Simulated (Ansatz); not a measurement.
# CH3FOSi: one molecule under many settings, part 2 of 2

Ansatz 0.2.0, Gaussian basis; the settings change from run to run. Earlier steps stand in the parts before.

### Step 7. r2SCANh/cc-pVDZ

Set apart from the defaults: the search for lower states set to off.

Contents of in.yaml:

```yaml
crystal:
  periodic: [false, false, false]
  atoms:
    - {symbol: F, position_ang: [-2.105360, -0.021946, 0.299545]}
    - {symbol: Si, position_ang: [-0.702870, 0.117398, -0.423880]}
    - {symbol: C, position_ang: [0.837403, 0.019343, 0.481968]}
    - {symbol: O, position_ang: [0.336768, -1.140574, -0.335143]}
    - {symbol: H, position_ang: [-0.938247, 0.760002, -1.724151]}
    - {symbol: H, position_ang: [1.782307, 0.408566, 0.110753]}
    - {symbol: H, position_ang: [0.851198, -0.210688, 1.545109]}
basis:
  gaussian: {orbitals: cc-pVDZ}
hamiltonian: {xc: {name: r2SCANh}}
scf: {lower_state_search: off}
output: {forces: true}
```

Run with:

```console
> ansatz run in.yaml --threads 2 --pin off --events-out ev --progress --plain --max-ram 4352MiB
```

Output:

```text
Functional definition: r2SCANh
  name "r2SCANh"
  cite "Bursch, Neugebauer, Ehlert & Grimme, J. Chem. Phys. 156, 134105 (2022) doi:10.1063/5.0086040"
  cite "Furness, Kaplan, Ning, Perdew & Sun, J. Phys. Chem. Lett. 11, 8208 (2020) doi:10.1021/acs.jpclett.0c02405"
  cite "Furness, Kaplan, Ning, Perdew & Sun, J. Phys. Chem. Lett. 11, 9248 (2020) doi:10.1021/acs.jpclett.0c03077"
  parent r2scan
  parameter a = 0.1
  parameter k0 = 0.174
  parameter k1 = 0.065
  parameter a1 = 4.9479
  exchange = (1 - a)*r2scan_x(k0 = k0, k1 = k1, a1 = a1) + a*exact_x
  correlation = r2scan_c
these checks for a lower state are left out or cut short: stability, starts, cluster_reference, orbital_swaps, neighbouring_geometries, increment
700 factors; integrals over basis functions are off by at most 1.3e-3 eV
mean field evaluation 1: about -13718.8513 eV, gradient 5.1e1 eV
mean field evaluation 2: about -13707.4815 eV, gradient 9.0e1 eV
mean field evaluation 4: about -13724.0404 eV, gradient 5.2e0 eV
mean field evaluation 8: about -13724.1631 eV, gradient 2.3e-1 eV
mean field evaluation 16: about -13724.1632 eV, gradient 1.3e-5 eV
mean field -13724.16317536 eV, -504.3536941225 hartree, gradient 1.9e-6 eV, S^2 0.000000; 0 other end points of the search recorded, 0 dependent functions left out
the calculation of the forces begins
reference -13724.16318303 eV, -504.3536944044 hartree; 20, 20 occupied and 55, 55 virtual orbitals, 700 factors
Total energy: -13724.16318303 eV, -504.3536944044 hartree
Atom 0 at    -2.105360    -0.021946     0.299545 Å, force    -1.633151    -0.176990     0.865399 eV/Å
Atom 1 at    -0.702870     0.117398    -0.423880 Å, force     0.508313     1.194968    -0.978401 eV/Å
Atom 2 at     0.837403     0.019343     0.481968 Å, force     0.083378     0.083134     0.089501 eV/Å
Atom 3 at     0.336768    -1.140574    -0.335143 Å, force     0.813970    -1.214361    -0.016331 eV/Å
Atom 4 at    -0.938247     0.760002    -1.724151 Å, force    -0.014706     0.070515    -0.132489 eV/Å
Atom 5 at     1.782307     0.408566     0.110753 Å, force     0.254725     0.108125    -0.117292 eV/Å
Atom 6 at     0.851198    -0.210688     1.545109 Å, force    -0.012528    -0.065391     0.289613 eV/Å
Dipole moment:     0.105938     0.366410    -0.039697 e Å
Checks for a lower state left out: stability, starts, cluster_reference, orbital_swaps, neighbouring_geometries, increment
```

Wall time 1.5 s (2 threads of Arm Neoverse V2, shared host).

Largest force 1.857 eV/Å, dipole 1.84 D.

### Step 8. r2SCAN/def2-mTZVP

Set apart from the defaults: D3(BJ) with three-body dispersion.

in.yaml: that of step 7 with these lines changed.

```diff
@@ -11,5 +11,4 @@
 basis:
-  gaussian: {orbitals: cc-pVDZ}
-hamiltonian: {xc: {name: r2SCANh}}
-scf: {lower_state_search: off}
+  gaussian: {orbitals: def2-mTZVP}
+hamiltonian: {xc: {name: r2SCAN}, dispersion: d3bjatm}
 output: {forces: true}
```

The command is unchanged.

Output:

```text
Functional definition: r2SCAN
  name "r2SCAN"
  cite "Furness, Kaplan, Ning, Perdew & Sun, J. Phys. Chem. Lett. 11, 8208 (2020) doi:10.1021/acs.jpclett.0c02405"
  cite "Furness, Kaplan, Ning, Perdew & Sun, J. Phys. Chem. Lett. 11, 9248 (2020) doi:10.1021/acs.jpclett.0c03077"
  parent r2scan
  parameter k0 = 0.174
  parameter k1 = 0.065
  parameter a1 = 4.9479
  exchange = r2scan_x(k0 = k0, k1 = k1, a1 = a1)
  correlation = r2scan_c
825 factors; their error is unknown
mean field evaluation 1: about -13719.5401 eV, gradient 6.4e1 eV
mean field evaluation 2: about -13693.1393 eV, gradient 1.3e2 eV
mean field evaluation 4: about -13727.0868 eV, gradient 1.0e1 eV
mean field evaluation 8: about -13727.2728 eV, gradient 2.0e-1 eV
mean field evaluation 16: about -13727.2489 eV, gradient 1.2e-4 eV
mean field -13727.24889813 eV, -504.4670923428 hartree, gradient 1.6e-5 eV, S^2 0.000000; 0 other end points of the search recorded, 0 dependent functions left out
the calculation of the forces begins
reference -13727.24890845 eV, -504.4670927219 hartree; 20, 20 occupied and 73, 73 virtual orbitals, 825 factors
Total energy: -13727.27679405 eV, -504.4681174990 hartree
Atom 0 at    -2.105360    -0.021946     0.299545 Å, force    -0.359650    -0.048595     0.195819 eV/Å
Atom 1 at    -0.702870     0.117398    -0.423880 Å, force    -0.063089     0.362538    -0.292427 eV/Å
Atom 2 at     0.837403     0.019343     0.481968 Å, force     0.210752     0.314749     0.277804 eV/Å
Atom 3 at     0.336768    -1.140574    -0.335143 Å, force     0.128722    -0.605822    -0.187505 eV/Å
Atom 4 at    -0.938247     0.760002    -1.724151 Å, force     0.003299     0.002735    -0.028293 eV/Å
Atom 5 at     1.782307     0.408566     0.110753 Å, force     0.058683    -0.003152    -0.008181 eV/Å
Atom 6 at     0.851198    -0.210688     1.545109 Å, force     0.021282    -0.022453     0.042783 eV/Å
Dipole moment:     0.108177     0.362109    -0.048407 e Å
```

It took 2.2 s on 2 threads of Arm Neoverse V2, shared host.

Largest force 0.647 eV/Å, dipole 1.83 D.

### Step 9. wB97X/aug-cc-pVDZ

This run has unrestricted orbitals, coordinates scaled by 1.12, density fitting with cc-pVTZ-jkfit.

Contents of in.yaml:

```yaml
crystal:
  periodic: [false, false, false]
  atoms:
    - {symbol: F, position_ang: [-2.358003, -0.024580, 0.335491]}
    - {symbol: Si, position_ang: [-0.787214, 0.131485, -0.474746]}
    - {symbol: C, position_ang: [0.937892, 0.021664, 0.539804]}
    - {symbol: O, position_ang: [0.377180, -1.277443, -0.375360]}
    - {symbol: H, position_ang: [-1.050837, 0.851202, -1.931049]}
    - {symbol: H, position_ang: [1.996183, 0.457594, 0.124043]}
    - {symbol: H, position_ang: [0.953341, -0.235971, 1.730522]}
basis:
  gaussian: {orbitals: aug-cc-pVDZ, fitting: {mean_field: cc-pVTZ-jkfit}}
magnetization: {spin_polarized: true, initial_magnetization: 0}
hamiltonian: {xc: {name: wB97X}}
```

The command is unchanged.

Output:

```text
Functional definition: wB97X
  name "wB97X"
  cite "Chai & Head-Gordon, J. Chem. Phys. 128, 084106 (2008) doi:10.1063/1.2834918"
  cite "Becke, J. Chem. Phys. 107, 8554 (1997) doi:10.1063/1.475007"
  parameter omega = 0.3/bohr
  parameter cx = 0.157706
  parameter cx1 = 0.726479
  parameter cx2 = 1.04760
  parameter cx3 = -5.70635
  parameter cx4 = 13.2794
  parameter css1 = -4.33879
  parameter css2 = 18.2308
  parameter css3 = -31.7430
  parameter css4 = 17.2901
  parameter cos1 = 2.37031
  parameter cos2 = -11.3995
  parameter cos3 = 6.58405
  parameter cos4 = -3.78132
  # The coefficients of nought are those of the uniform gas.
  exchange = spin_sum(e_x_unif_sr(omega)*poly(b97_u_x, 1 - cx, cx1, cx2, cx3, cx4)) + cx*exact_x_sr(omega)
      + exact_x_lr(omega)
  correlation = spin_sum(e_c_pw_same_spin*poly(b97_u_same, 1, css1, css2, css3, css4))
      + integral(e_c_pw_opposite_spin*poly(b97_u_opposite, 1, cos1, cos2, cos3, cos4))
448 factors; integrals over basis functions are off by at most 2.9e-1 eV
448 factors; integrals over basis functions are off by at most 4.5e-3 eV
mean field evaluation 1: about -13719.1774 eV, gradient 3.9e1 eV
mean field evaluation 2: about -13712.3701 eV, gradient 6.0e1 eV
mean field evaluation 4: about -13725.3629 eV, gradient 3.2e0 eV
mean field evaluation 8: about -13725.4034 eV, gradient 4.9e-2 eV
mean field -13725.40349752 eV, -504.3992751211 hartree, gradient 6.4e-5 eV, S^2 0.000000; 0 other end points of the search recorded, 0 dependent functions left out
reference -13725.40345116 eV, -504.3992734177 hartree; 20, 20 occupied and 103, 103 virtual orbitals, 448 factors
Total energy: -13725.40345116 eV, -504.3992734177 hartree
```

Run time: 6.6 s. Hardware: 2 threads of Arm Neoverse V2, shared host; peak memory 0.36 GiB.

⟨S²⟩ 0.000.

### Step 10. r2SCAN0/def2-TZVPD

Options: density fitting with def2-universal-jkfit, a grid of angular degree 23, D3(BJ) dispersion.

Contents of in.yaml:

```yaml
crystal:
  periodic: [false, false, false]
  atoms:
    - {symbol: F, position_ang: [-2.105360, -0.021946, 0.299545]}
    - {symbol: Si, position_ang: [-0.702870, 0.117398, -0.423880]}
    - {symbol: C, position_ang: [0.837403, 0.019343, 0.481968]}
    - {symbol: O, position_ang: [0.336768, -1.140574, -0.335143]}
    - {symbol: H, position_ang: [-0.938247, 0.760002, -1.724151]}
    - {symbol: H, position_ang: [1.782307, 0.408566, 0.110753]}
    - {symbol: H, position_ang: [0.851198, -0.210688, 1.545109]}
basis:
  gaussian: {orbitals: def2-TZVPD, fitting: {mean_field: def2-universal-jkfit}, final_grid: {core_spheres: 8, valence_spheres: 7, degree: 23}}
hamiltonian: {xc: {name: r2SCAN0}, dispersion: d3bj}
```

Same command.

Output:

```text
Warning: the engine holds no damping parameters fitted to this dispersion correction and functional, so the run takes those fitted to r2scan0 beside the three-body term, which d3bj leaves out (hamiltonian.dispersion, under Limitations)
Functional definition: r2SCAN0
  name "r2SCAN0"
  cite "Bursch, Neugebauer, Ehlert & Grimme, J. Chem. Phys. 156, 134105 (2022) doi:10.1063/5.0086040"
  cite "Furness, Kaplan, Ning, Perdew & Sun, J. Phys. Chem. Lett. 11, 8208 (2020) doi:10.1021/acs.jpclett.0c02405"
  cite "Furness, Kaplan, Ning, Perdew & Sun, J. Phys. Chem. Lett. 11, 9248 (2020) doi:10.1021/acs.jpclett.0c03077"
  parent r2scan
  parameter a = 0.25
  parameter k0 = 0.174
  parameter k1 = 0.065
  parameter a1 = 4.9479
  exchange = (1 - a)*r2scan_x(k0 = k0, k1 = k1, a1 = a1) + a*exact_x
  correlation = r2scan_c
411 factors; integrals over basis functions are off by at most 1.6e0 eV
mean field evaluation 1: about -13721.3091 eV, gradient 5.6e1 eV
mean field evaluation 2: about -13713.0780 eV, gradient 8.6e1 eV
mean field evaluation 4: about -13726.9952 eV, gradient 4.6e0 eV
mean field evaluation 8: about -13727.0307 eV, gradient 8.4e-2 eV
mean field -13727.03066712 eV, -504.4590725010 hartree, gradient 3.0e-5 eV, S^2 0.000000; 0 other end points of the search recorded, 0 dependent functions left out
reference -13727.03067992 eV, -504.4590729714 hartree; 20, 20 occupied and 167, 167 virtual orbitals, 411 factors
Total energy: -13727.06313660 eV, -504.4602657326 hartree
```

It took 1.9 s on 2 threads of Arm Neoverse V2, shared host.

### Step 11. The runs in one table

```csv
level,charge,multiplicity,geometry,functions,energy (eV),time
HSE06/aug-cc-pVDZ,0,1,relaxed,123,-13718.988,2.7 s
B97/def2-TZVP,1,2,relaxed,148,-13717.865,14 s
r2SCAN/aug-cc-pVDZ,0,1,shaken,123,-13725.254,2.5 s
LC-wPBE/ANO-RCC-VTZP,0,1,relaxed,166,-13746.611,2.7 s
MP2/def2-SVPD,-1,2,relaxed,114,-13692.475,4.2 s
r2SCANh/cc-pVDZ,0,1,relaxed,75,-13724.163,1.5 s
r2SCAN/def2-mTZVP,0,1,relaxed,93,-13727.277,2.2 s
wB97X/aug-cc-pVDZ,0,1,scaled,123,-13725.403,6.6 s
r2SCAN0/def2-TZVPD,0,1,relaxed,187,-13727.063,1.9 s
```

### Step 12. What came out

What follows sums up all 2 parts.

```
                                         quantity                   value
                                             runs                       9
                                         quickest  r2SCANh/cc-pVDZ, 1.5 s
                                          slowest     B97/def2-TZVP, 14 s
spread of total energies, same state and geometry                 27.6 eV
                  dipole, same state and geometry          1.83 to 1.86 D
```

Run time spans a factor of 9, from r2SCANh/cc-pVDZ to B97/def2-TZVP. The jobs differ in tasks and options as well as level. Total energies at one charge and spin differ by 28 eV between levels, so only differences within one level mean anything. Some of these runs are scalar-relativistic and others not, which shifts the totals of all-electron atoms past neon by eV; core potentials, where a basis has them, take the core out of the total altogether. At the PBE0-D4/def2-TZVP geometry and in the same state, runs without warnings or point charges leave forces up to 1.86 eV/Å (r2SCANh/cc-pVDZ). At that geometry and state the dipole changes by 2 % between the lowest and highest value.
